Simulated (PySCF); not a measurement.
# KRb: spin, charge, geometry and surroundings

How does KRb answer to another spin, charge, distance or environment?

Program: PySCF 2.14.0. Level of theory: method and basis as typed in the scripts. These are calculated values, not measurements.

5 further runs of the same task are left out: 2 for a known fault of the program, 3 that didn't finish.

### Step 1. The starting structure

KRb: 2 atoms, charge 0, spin multiplicity 1.

No contacts short enough for the rule that draws bonds.

### Step 2. Base script

The input, input.py:

```python
from pyscf import gto, dft

mol = gto.M(
    atom='K 0 0 0; Rb 0 0 4.205',
    basis='lanl2dz',
    ecp={'K': 'lanl2dz', 'Rb': 'lanl2dz'},
    charge=0,
    spin=0,
    verbose=4,
)
mf = dft.RKS(mol, xc='lda,vwn')
mf.kernel()
mf.mulliken_pop()
mf.dip_moment()
print('orbital energies (hartree):', mf.mo_energy[..., max(0, mol.nelec[1]-3):mol.nelec[0]+3].round(4))
```

The run is started by

```console
> OMP_NUM_THREADS=1 python input.py
```

Its log is not repeated here.

In short: E(SCF) = -51.787576 Eh, 10 cycles, μ = 0.19 D.

The bond length is a typed value, not an optimised one.

### Step 3. Bond 5.256 Å

Variant 1 changes bond length: 4.205 Å → 5.256 Å.

The input, input.py:

```python
from pyscf import gto, dft

mol = gto.M(
    atom='K 0 0 0; Rb 0 0 5.256',
    basis='lanl2dz',
    ecp={'K': 'lanl2dz', 'Rb': 'lanl2dz'},
    charge=0,
    spin=0,
    verbose=4,
)
mf = dft.RKS(mol, xc='lda,vwn')
mf.kernel()
mf.mulliken_pop()
mf.dip_moment()
print('orbital energies (hartree):', mf.mo_energy[..., max(0, mol.nelec[1]-3):mol.nelec[0]+3].round(4))
```

The run is started by

```console
> OMP_NUM_THREADS=1 python input.py
```

### Step 4. Charge +1 (doublet, UKS)

Variant 2 changes charge: 0 → 1; spin (2S): 0 → 1; SCF type: RKS → UKS.

The input, input.py:

```python
from pyscf import gto, dft

mol = gto.M(
    atom='K 0 0 0; Rb 0 0 4.205',
    basis='lanl2dz',
    ecp={'K': 'lanl2dz', 'Rb': 'lanl2dz'},
    charge=1,
    spin=1,
    verbose=4,
)
mf = dft.UKS(mol, xc='lda,vwn')
mf.kernel()
mf.mulliken_pop()
mf.dip_moment()
print('orbital energies (hartree):', [e[max(0, n-3):n+3].round(4) for e, n in zip(mf.mo_energy, mol.nelec)])
```

### Step 5. Electric field 0.05 a.u.

Variant 3 changes electric field: none → 0.05 a.u.

input.py: that of step 2 with these lines changed.

```diff
@@ -11,2 +11,7 @@
 mf = dft.RKS(mol, xc='lda,vwn')
+field = 0.05  # electric field along z, atomic units
+h = mf.get_hcore() + field*mol.intor('int1e_r')[2]
+mf.get_hcore = lambda *args: h
+e_nuc = mol.energy_nuc() - field*mol.atom_charges() @ mol.atom_coords()[:, 2]
+mf.energy_nuc = lambda *args: e_nuc
 mf.kernel()
```

### Step 6. Bond 3.911 Å

Variant 4 changes bond length: 4.205 Å → 3.911 Å.

input.py: that of step 2 with these lines changed.

```diff
@@ -3,3 +3,3 @@
 mol = gto.M(
-    atom='K 0 0 0; Rb 0 0 4.205',
+    atom='K 0 0 0; Rb 0 0 3.911',
     basis='lanl2dz',
```

### Step 7. Bond 3.7 Å

Variant 5 changes bond length: 4.205 Å → 3.7 Å.

input.py: that of step 2 with these lines changed.

```diff
@@ -3,3 +3,3 @@
 mol = gto.M(
-    atom='K 0 0 0; Rb 0 0 4.205',
+    atom='K 0 0 0; Rb 0 0 3.7',
     basis='lanl2dz',
```

Q: Predict the outcome of this session. Wanted: for each run, E(SCF); from base; gap, α spin; SCF dipole.

**Answer**, as computed:

| run | E(SCF) (hartree) | from base (eV) | cycles | gap, α spin (eV) | SCF dipole (D) |
| --- | --- | --- | --- | --- | --- |
| base | -51.787576 | 0 | 10 | 0.87 | 0.19 |
| bond 5.256 Å | -51.778963 | +0.2344 | 12 | 0.55 | 0.30 |
| charge +1 (doublet, UKS) | -51.628588 | +4.3263 | 7 | 1.66 | n/a |
| electric field 0.05 a.u. | -52.631135 | -22.9544 | 8 | 4.50 | 59.87 |
| bond 3.911 Å | -51.788023 | -0.0122 | 9 | 0.97 | 0.18 |
| bond 3.7 Å | -51.787137 | +0.0119 | 9 | 1.04 | 0.18 |

**Reading.** The largest comparable shift of the SCF energy, -22.954 eV, comes with the run “electric field 0.05 a.u.”. At the SCF level, going to the doublet with one electron fewer costs 4.33 eV at fixed geometry, against 2.70 eV for the negative of the highest filled level.
